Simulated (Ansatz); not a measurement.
# GaCl2+ (singlet): the correlation ladder, cc-pVDZ

The task here is to estimate one member of a computed series from the others.

Method: cc-pVDZ, core rule «outside noble gas», up to 24 orbitals frozen; program: Ansatz 0.2.0, Gaussian basis.

The runs, in order: UHF; CCSD(T) on RHF; BCCD(T) on RHF; CISD; CCSDT(Q) on RHF; CASSCF and MRCISD+Q, 12 electrons in 10 orbitals; CASSCF and NEVPT2, 12 electrons in 10 orbitals.

34 further runs of the same task are left out: 12 for a known fault of the program, 10 that didn't finish, 12 set aside as unsound or not needed. Runs told in other sessions of the task aren't counted.

## The system

The geometry is a PBE0/def2-TZVP stationary point (not a proven minimum) of the parent state, kept for this charge and spin. No spin-orbit coupling is included. The filled d shell of Ga may be among the frozen orbitals whatever the setting's name suggests.

3 atoms, charge 1, spin multiplicity 1.

Atoms are counted from 1 here; the program's logs count them from 0.

Bond lengths: Cl1–Ga2 2.160 Å, Ga2–Cl3 2.160 Å. Angles: Cl1–Ga2–Cl3 119.1°.

Set-up of the first run:

File in.yaml:

```yaml
crystal:
  periodic: [false, false, false]
  atoms:
    - {symbol: Cl, position_ang: [0.000000, -0.542913, 1.861701]}
    - {symbol: Ga, position_ang: [0.000000, 0.552125, 0.000000]}
    - {symbol: Cl, position_ang: [0.000000, -0.542913, -1.861701]}
basis:
  gaussian: {orbitals: cc-pVDZ}
total_charge: 1
magnetization: {spin_polarized: true, initial_magnetization: 0}
hamiltonian: {xc: hf}
output: {orbitals: {seedname: orbitals}}
```

Started as:

```bash
$ ansatz run in.yaml --threads 1 --pin off --events-out ev --progress --plain --max-ram 2393MiB
```

Among the steps run: UHF; CCSD(T) on RHF; BCCD(T) on RHF; CISD; CCSDT(Q) on RHF; CASSCF and MRCISD+Q, 12 electrons in 10 orbitals; CASSCF and NEVPT2, 12 electrons in 10 orbitals.

One of the session's tables, all rows but one given; the rest of the session is left out.

| method | from RCCSDT(Q) (kcal/mol) |
| --- | --- |
| RHF | +221.49 |
| RMP2 | +24.38 |
| RCCSD | +7.84 |
| RCCSD(T) | +1.35 |
| BCCD(T) | +1.35 |
| RCCSDT | +0.69 |
| RCCSDT(Q) | 0 |
| CASSCF valence | +177.53 |
| NEVPT2 valence | +28.24 |
| MRCISD valence | ? |
| MRCISD+Q valence | +1.06 |

Estimate the missing values for MRCISD valence.

**Answer.** from RCCSDT(Q) (kcal/mol): +17.10. In the column «from RCCSDT(Q) (kcal/mol)» it lies between RCCSD (+7.84) and RMP2 (+24.38).

Not comparable, so not listed: CISD (they don't share determinant, frozen orbitals or solution with the rows shown, or repeat one).
